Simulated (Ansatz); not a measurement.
# Sr2CuO3 (Immm): one cell, many starting occupations (series 2)

DFT+U has many self-consistent solutions. How far apart do the states of Sr2CuO3 (Immm) lie when only the starting occupations change? Cell and atoms stay fixed.

Program: Ansatz 0.2.0. Level of theory: DFT r²SCAN+U (U = 4 eV, J = 0.5 eV on Cu d), plane waves, PAW. These are calculated values, not measurements.

**1. Starting point**

Symmetry: Immm, No. 71, orthorhombic system. The conventional cell has a = 3.485 Å, b = 3.912 Å, c = 12.688 Å, α = 90.00°, β = 90.00°, γ = 90.00°. Sr (site symmetry mm2) has 7 O at 2.52 to 2.62 Å in its first shell of neighbours. Around Cu (site symmetry mmm) lie 4 O at 1.95 to 1.96 Å. Around O (site symmetry mm2) lie 1 Cu at 1.95 Å and 5 Sr at 2.52 to 2.62 Å. O (site symmetry mmm) has 2 Cu at 1.96 Å and 4 Sr at 2.56 Å in its first shell of neighbours.

Coordinates:

```cif
data_structure
_symmetry_space_group_name_H-M 'P 1'
_symmetry_Int_Tables_number 1
_cell_length_a 6.8636
_cell_length_b 6.8636
_cell_length_c 6.8636
_cell_angle_alpha 150.586
_cell_angle_beta 146.884
_cell_angle_gamma 44.874
_cell_volume 86.49
loop_
_atom_site_label
_atom_site_type_symbol
_atom_site_fract_x
_atom_site_fract_y
_atom_site_fract_z
_atom_site_occupancy
Sr1 Sr 0.14760 0.64760 0.50000 1
Sr2 Sr 0.85240 0.35240 0.50000 1
Cu1 Cu 0.50000 0.00000 0.50000 1
O1 O 0.34600 0.84600 0.50000 1
O2 O 0.65400 0.15400 0.50000 1
O3 O 0.00000 0.00000 0.00000 1
```

Magnetic order typed: ferromagnetic.

The runs: random orbitals: single harmonics, second filling; random orbitals: fully mixed, first filling; random orbitals: single harmonics, first filling; random orbitals: fully mixed, one electron fewer; random orbitals: drawn by pairs, first filling.

An earlier series on this cell reached its lowest free state from «random orbitals: fully mixed, first filling», perhaps among other starts.

**2. Random orbitals: single harmonics, second filling**

The input, input.yaml:

```yaml
crystal:
  lattice:
    - [-1.74250012, 1.95600014, 6.34400044]
    - [1.74250012, -1.95600014, 6.34400044]
    - [1.74250012, 1.95600014, -6.34400044]
  atoms:
    - { symbol: Sr, position: [0.1476, 0.6476, 0.5] }
    - { symbol: Sr, position: [0.8524, 0.3524, 0.5] }
    - { symbol: Cu, position: [0.5, 0.0, 0.5], spin: 1.0 }
    - { symbol: O, position: [0.346, 0.846, 0.5] }
    - { symbol: O, position: [0.654, 0.154, 0.5] }
    - { symbol: O, position: [0.0, 0.0, 0.0] }
basis:
  ecutwfc: 500
  ecutrho_ratio: 4
kpoints:
  mp_grid: { grid: [7, 7, 7] }
hamiltonian:
  xc: r2scan
  hubbard:
    sites:
      - { site: 2, l: d, u: 4.0, j: 0.5, starting_ns: [{ spin: up, occupation_matrix: s2up }, { spin: down, occupation_matrix: s2down }] }
    occupation_matrices:
      s2up:
        matrix:
          - [0.97, 0.0, 0.0, 0.0, 0.0]
          - [0.0, 0.97, 0.0, 0.0, 0.0]
          - [0.0, 0.0, 0.97, 0.0, 0.0]
          - [0.0, 0.0, 0.0, 0.97, 0.0]
          - [0.0, 0.0, 0.0, 0.0, 0.97]
      s2down:
        matrix:
          - [0.02, 0.0, 0.0, 0.0, 0.0]
          - [0.0, 0.97, 0.0, 0.0, 0.0]
          - [0.0, 0.0, 0.97, 0.0, 0.0]
          - [0.0, 0.0, 0.0, 0.97, 0.0]
          - [0.0, 0.0, 0.0, 0.0, 0.97]
    ns_hold: { iters: 12 }
scf:
  occupations: { method: gaussian, width: 0.05 }
  lower_state_search: "off"
  max_iter: 150
output:
  forces: true
  stress: true
  eigenvalues: true
  populations: true
  hubbard: { sites: [{ site: 2, l: d }] }
magnetization:
  spin_polarized: true
```

The typed matrices put 0.97 on the chosen orbitals and 0.02 on the others, and are held for 12 cycles.

Started as:

```
$ ansatz run input.yaml --threads 8 --pin off --max-ram 12288MiB --backend cpu --events-out ev --progress --plain --runs-dir out
```

What it wrote (excerpt; [...] marks lines left out):

```text
Warning: RAYON_NUM_THREADS=8 ignored (pool sized by the plan → 8); use --threads N
[...]
Sr: projections on atomic orbitals take those of the free atom [Ar 3d10] 4s2 4p6 5s2, of charge +0.00 (hamiltonian.pseudopotentials.projection_atoms); the dataset's partial waves leave at most 2.8e-6 of an orbital's norm unspanned inside its sphere
Cu: projections on atomic orbitals take those of the free atom [Ne] 3s2 3p6 3d10 4s1, of charge +0.00 (hamiltonian.pseudopotentials.projection_atoms); the dataset's partial waves leave at most 2.0e-6 of an orbital's norm unspanned inside its sphere
O: projections on atomic orbitals take those of the free atom [He] 2s2 2p4, of charge +0.00 (hamiltonian.pseudopotentials.projection_atoms); the dataset's partial waves leave at most 1.9e-8 of an orbital's norm unspanned inside its sphere
[...]
Pseudopotentials: kind: paw
Pseudopotential: Sr, paw, valence charge 10, recommended cutoff 500 eV (meta_gga), Sr.paw.azcp
Pseudopotential: Cu, paw, valence charge 19, recommended cutoff 500 eV (meta_gga), Cu.paw.azcp
Pseudopotential: O, paw, valence charge 6, recommended cutoff 500 eV (meta_gga), O.paw.azcp
Functional definition: r2SCAN
[...]
Crystal: 6 atoms, lattice volume = 86.490 Å³
Basis set: ecut = 500 eV, 2207 PW (Γ), FFT grids on a1+a3, a2+a3, a3, exchange–correlation on 120×108×216 points (64 copies of the dense FFT grid, shifted against one another)
[...]
  atom   2  Sr     0.00000000     0.00000000    -0.04259866
  atom   3  Cu    -0.00000000     0.00000000    -0.00000000
  atom   4  O     -0.00000000     0.00000000    -0.30482087
  atom   5  O      0.00000000     0.00000000     0.30482087
  atom   6  O     -0.00000000     0.00000000     0.00000000
[...]
--- Stress (GPa, compression-positive) ---
        0.855324      -0.000000       0.000000
       -0.000000       0.823708      -0.000000
        0.000000      -0.000000       2.246353
  P = ⅓ Tr σ = 1.3085 GPa (13.085 kbar)
--- Band table (eV; the first three rows and the last of 128) ---
[...]
Occupation matrices written to <dir>
--- Löwdin populations: 6 sites ---
  site symbol       q [e]    m [muB]
     0     Sr      8.3167    -0.0011
     1     Sr      8.3167    -0.0011
     2     Cu     17.9486     0.5704
     3      O      7.2611     0.1220
     4      O      7.2611     0.1220
     5      O      7.2062     0.1894
  spilling = 0.012097 (of n_electrons = 57.000000)
--- Occupation matrices: 1 shell (run DFT+U table (all-electron-ortho-atomic); ε = 7.31e-3) ---
  Cu2 d_3D: site group D2h (mmm)
  Cu2 d_3D up     Tr n = 4.9554  λ = 0.973 0.991 0.996 0.997 0.997  [x2-y2 0.68 Ag(1.00) | 4× xz 0.25 Ag(0.25)]
  Cu2 d_3D dn     Tr n = 4.3701  λ = 0.412 0.966 0.997 0.998 0.998  [z2 0.76 Ag(1.00) | x2-y2 0.76 Ag(1.00) | 3× xz 0.33 B2g(0.33)]
  specified occupation → Cu2 d_3D up: matrix, ‖Δ‖_F = 0.0517, Tr Δ = -0.1054, displaced = 0.0527, d_λ = 0.0517; orbital distance = 0.0000
  specified occupation → Cu2 d_3D dn: matrix, ‖Δ‖_F = 0.6404, Tr Δ = -0.4701, displaced = 0.4487, d_λ = 0.3950; orbital distance = 0.6949
  Tr n, λ and their labels are of the run-group-symmetrised matrices; stabiliser: 8 of 16 elements of G0×{1,Θ} (closed), max defect 2.4e-15 at τ = 1.6e-3
```

Run time: 23 s. Hardware: 8 threads of Arm Neoverse V1, shared host; peak memory 1.1 GiB.

It ends with a gap on the mesh of 0.24 eV, pressure 1.3 GPa, moments in spheres Cu 0.65; O 0.10, 0.15 μB, largest force component 0.30 eV/Å, 8 symmetry operations imposed.

How the shells are filled (orbitals counted by the eigenvalues of the occupation matrices):

| shell | channel | electrons | over 0.8 | 0.2 to 0.8 | under 0.2 |
| --- | --- | --- | --- | --- | --- |
| Cu 3d (atom 3) | up | 4.96 | 5 | 0 | 0 |
| Cu 3d (atom 3) | down | 4.37 | 4 | 1 | 0 |

**3. Random orbitals: fully mixed, first filling**

Changes to input.yaml since step 2:

```diff
@@ -32,8 +32,8 @@
         matrix:
-          - [0.02, 0.0, 0.0, 0.0, 0.0]
-          - [0.0, 0.97, 0.0, 0.0, 0.0]
-          - [0.0, 0.0, 0.97, 0.0, 0.0]
-          - [0.0, 0.0, 0.0, 0.97, 0.0]
-          - [0.0, 0.0, 0.0, 0.0, 0.97]
-    ns_hold: { iters: 12 }
+          - [0.59452, -0.10132, 0.26224, 0.34568, -0.13112]
+          - [-0.10132, 0.94266, 0.07076, 0.09328, -0.03538]
+          - [0.26224, 0.07076, 0.78685, -0.24143, 0.09158]
+          - [0.34568, 0.09328, -0.24143, 0.65176, 0.12071]
+          - [-0.13112, -0.03538, 0.09158, 0.12071, 0.92421]
+    ns_hold: until_converged
 scf:
```

The typed matrices put 0.97 on the chosen orbitals and 0.02 on the others, and are held until the SCF converges, then released.

Started as:

```
$ ansatz run input.yaml --threads 8 --pin off --max-ram 12288MiB --backend cpu --events-out ev --progress --plain --runs-dir out
```

What it wrote (excerpt; [...] marks lines left out):

```text
Warning: crystal.symmetry: narrowed to the stabiliser of the occupation matrices — unitary ops 8 → 2; lowered by the specified shell (site 2, l: d); largest admitted image defect 4.4e-16, smallest excluded 2.6e-1 — at a splitting's scale: the group the occupation matrices' own texture admits
Warning: RAYON_NUM_THREADS=8 ignored (pool sized by the plan → 8); use --threads N
[...]
Sr: projections on atomic orbitals take those of the free atom [Ar 3d10] 4s2 4p6 5s2, of charge +0.00 (hamiltonian.pseudopotentials.projection_atoms); the dataset's partial waves leave at most 2.8e-6 of an orbital's norm unspanned inside its sphere
Cu: projections on atomic orbitals take those of the free atom [Ne] 3s2 3p6 3d10 4s1, of charge +0.00 (hamiltonian.pseudopotentials.projection_atoms); the dataset's partial waves leave at most 2.0e-6 of an orbital's norm unspanned inside its sphere
O: projections on atomic orbitals take those of the free atom [He] 2s2 2p4, of charge +0.00 (hamiltonian.pseudopotentials.projection_atoms); the dataset's partial waves leave at most 1.9e-8 of an orbital's norm unspanned inside its sphere
[...]
[... 1 set-up line as earlier in the session ...]
[...]
WARN: hamiltonian.hubbard: on 1 of 2 specified blocks the occupation matrix of this SCF's result fails the test of the specified filling. At site 2 ↓ (sites count from 0 in the list of atoms of the cell that this SCF solves) the least filled combination of the orbitals specified full has [...]
        0.647002       0.000010      -0.000005
        0.000012       1.211689       0.000005
       -0.000009       0.000010       0.123085
  P = ⅓ Tr σ = 0.6606 GPa (6.606 kbar)
--- Band table (eV; the first three rows and the last of 344) ---
[...]
Occupation matrices written to <dir>
--- Löwdin populations: 6 sites ---
  site symbol       q [e]    m [muB]
     0     Sr      8.3110     0.0002
     1     Sr      8.3110     0.0002
     2     Cu     18.1132     0.0833
     3      O      7.2302     0.0153
     4      O      7.2302     0.0153
     5      O      7.1462     0.0288
  spilling = 0.011549 (of n_electrons = 57.000000)
--- Occupation matrices: 1 shell (run DFT+U table (all-electron-ortho-atomic); ε = 2.63e-3) ---
  Cu2 d_3D: site group D2h (mmm)
  Cu2 d_3D up     Tr n = 4.7911  λ = 0.835 0.964 0.997 0.997 0.998  [z2 0.77 Ag(1.00) | x2-y2 0.77 Ag(1.00) | 3× xz 0.33 B2g(0.33)]
  Cu2 d_3D dn     Tr n = 4.7021  λ = 0.747 0.963 0.997 0.997 0.998  [z2 0.77 Ag(1.00) | x2-y2 0.77 Ag(1.00) | 3× xz 0.33 B2g(0.33)]
  specified occupation → Cu2 d_3D up: matrix, ‖Δ‖_F = 0.1433, Tr Δ = +0.0589, displaced = 0.1113, d_λ = 0.1433; orbital distance = 0.0000
  specified occupation → Cu2 d_3D dn: matrix, ‖Δ‖_F = 0.9630, Tr Δ = -0.8021, displaced = 0.6097, d_λ = 0.7289; orbital distance = 1.3592
  Tr n, λ and their labels are of the run-group-symmetrised matrices; stabiliser: 8 of 16 elements of G0×{1,Θ} (closed), max defect 5.8e-6 at τ = 5.6e-4
```

Wall time 92 s (8 threads of Arm Neoverse V1, shared host); peak memory 1.7 GiB.

Result: no gap, pressure 0.7 GPa, moments in spheres Cu 0.10 μB, largest force component 0.18 eV/Å, 2 symmetry operations imposed. The program reports that the typed filling wasn't kept.

The shells' filling, with natural orbitals sorted by occupation:

| shell | channel | electrons | over 0.8 | 0.2 to 0.8 | under 0.2 |
| --- | --- | --- | --- | --- | --- |
| Cu 3d (atom 3) | up | 4.79 | 5 | 0 | 0 |
| Cu 3d (atom 3) | down | 4.70 | 4 | 1 | 0 |

(Part 1 of 2 ends here.)
